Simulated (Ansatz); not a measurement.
# GaH4+ (singlet): from Hartree-Fock to the top rungs at scale of all distances = 1.000, cc-pVDZ

The task here is to estimate one member of a computed series from the others.

Program: Ansatz 0.2.0, Gaussian basis. Level of theory: cc-pVDZ, core rule «outside noble gas», up to 14 orbitals frozen. These are calculated values, not measurements.

The runs, in order: UHF; CCSD(T) on RHF; BCCD(T) on RHF; CISD; CCSDT(Q) on RHF; CASSCF and MRCISD+Q, 2 electrons in 2 orbitals; CASSCF and NEVPT2, 2 electrons in 2 orbitals; Full CI.

13 further runs of the same task are left out: 6 for a known fault of the program, 7 that didn't finish.

### What is computed

The geometry derives from a PBE0/def2-TZVP stationary point (not a proven minimum). All distances are scaled together. No spin-orbit coupling is included. The filled d shell of Ga may be among the frozen orbitals whatever the setting's name suggests; the logs give the count.

5 atoms, charge 1, spin multiplicity 1.

Atoms are counted from 1 here; the program's logs count them from 0.

Bond lengths: Ga1–H2 1.527 Å, Ga1–H4 1.527 Å, H3–H5 0.765 Å. Angles: H2–Ga1–H4 169.3°.

The first run:

in.yaml

```yaml
crystal:
  periodic: [false, false, false]
  atoms:
    - {symbol: Ga, position_ang: [0.000000, 0.000000, -0.055194]}
    - {symbol: H, position_ang: [0.000000, 1.520673, -0.197915]}
    - {symbol: H, position_ang: [0.000000, 0.382522, 2.106890]}
    - {symbol: H, position_ang: [0.000000, -1.520673, -0.197915]}
    - {symbol: H, position_ang: [0.000000, -0.382522, 2.106890]}
basis:
  gaussian: {orbitals: cc-pVDZ}
total_charge: 1
magnetization: {spin_polarized: true, initial_magnetization: 0}
hamiltonian: {xc: hf}
output: {orbitals: {seedname: orbitals}}
```

The run is started by

```bash
> ansatz run in.yaml --threads 1 --pin off --events-out ev --progress --plain --max-ram 2393MiB
```

Among the steps run: UHF; CCSD(T) on RHF; BCCD(T) on RHF; CISD; CCSDT(Q) on RHF; CASSCF and MRCISD+Q, 2 electrons in 2 orbitals; CASSCF and NEVPT2, 2 electrons in 2 orbitals; Full CI.

One table of the session follows, with a row left open; its other results are not shown here.

```
     method  from FCI (kcal/mol)
        RHF                    ?
       RMP2               +16.23
      RCCSD                +0.77
   RCCSD(T)                +0.21
    BCCD(T)                +0.20
     RCCSDT                +0.02
  RCCSDT(Q)                +0.01
CASSCF pair               +54.05
NEVPT2 pair               +15.25
        FCI                    0
```

**Question.** Estimate the row for RHF.

**Answer.** from FCI (kcal/mol): +65.22. In the column «from FCI (kcal/mol)» it is the highest.

Not comparable, so not listed: CISD; CASSCF and MRCISD+Q, 2 electrons in 2 orbitals (they don't share determinant, frozen orbitals or solution with the rows shown, or repeat one).

To keep in mind: Warnings in the runs' records: passed over end.
